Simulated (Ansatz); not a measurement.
## BrClH2Si, SMILES Cl[SiH2]Br: the interaction energy of a dimer with the counterpoise correction, step by step

With Ansatz's Python interface.

Run as a notebook:

In [1]:
```python
import ansatz as az

FIRST = [
    ('Cl', (-0.9132, -0.5251, 1.6791)),
    ('Si', (0.1174, -0.0597, -0.0177)),
    ('Br', (-1.0381, 1.3633, -1.2956)),
    ('H', (0.4211, -1.3178, -0.7534)),
    ('H', (1.4127, 0.5391, 0.3878)),
]
SECOND = [
    ('Cl', (0.1898, -3.8452, 1.8058)),
    ('Si', (-1.1961, -5.0553, 2.6849)),
    ('Br', (-0.2544, -6.9305, 3.4533)),
    ('H', (-2.2649, -5.3577, 1.6937)),
    ('H', (-1.8236, -4.2958, 3.794)),
]
```

In [2]:
```python
def energy(atoms, ghosts=()):
    molecule = az.Crystal.molecule()
    for symbol, xyz in atoms:
        molecule = molecule.atom(symbol, xyz)
    calc = (
        molecule.calculation()
        .basis(gaussian='def2-SVP')
        .correlation('MP2')
    )
    deck = calc.input()
    if ghosts:
        deck = deck.set(az.key.basis.gaussian.ghost_atoms, [{'symbol': s, 'position_ang': list(xyz)} for s, xyz in ghosts])
    return az.Session.from_dict(deck).plan().execute().report['free_energy_ev']
```

In [3]:
```python
# monomers in their own basis and in the basis of the dimer
both = energy(FIRST + SECOND)
alone = energy(FIRST) + energy(SECOND)
ghosted = energy(FIRST, SECOND) + energy(SECOND, FIRST)
print(f'dimer {both:.6f} eV')
print(f'interaction, uncorrected   {23.060548 * (both - alone):8.3f} kcal/mol')
print(f'interaction, counterpoise  {23.060548 * (both - ghosted):8.3f} kcal/mol')
print(f'basis-set superposition    {23.060548 * (alone - ghosted):8.3f} kcal/mol')
```
```text
dimer -180793.277140 eV
interaction, uncorrected     -0.631 kcal/mol
interaction, counterpoise     0.765 kcal/mol
basis-set superposition       1.396 kcal/mol
```

Uncorrected it is -0.631 kcal/mol, with the counterpoise correction 0.765 kcal/mol; the difference, 1.40 kcal/mol, is the superposition error. The sign changes with the correction, so this basis doesn't settle it.

Total energies depend on the basis set; only differences at equal settings carry meaning. The dimer is a generated trial pose of unrelaxed monomers, not a minimum, so the figure is no binding energy, and the basis set is small. Finished in 23 s on 1 thread of Arm Neoverse V1, with other jobs on the host, peak memory 0.5 GiB.
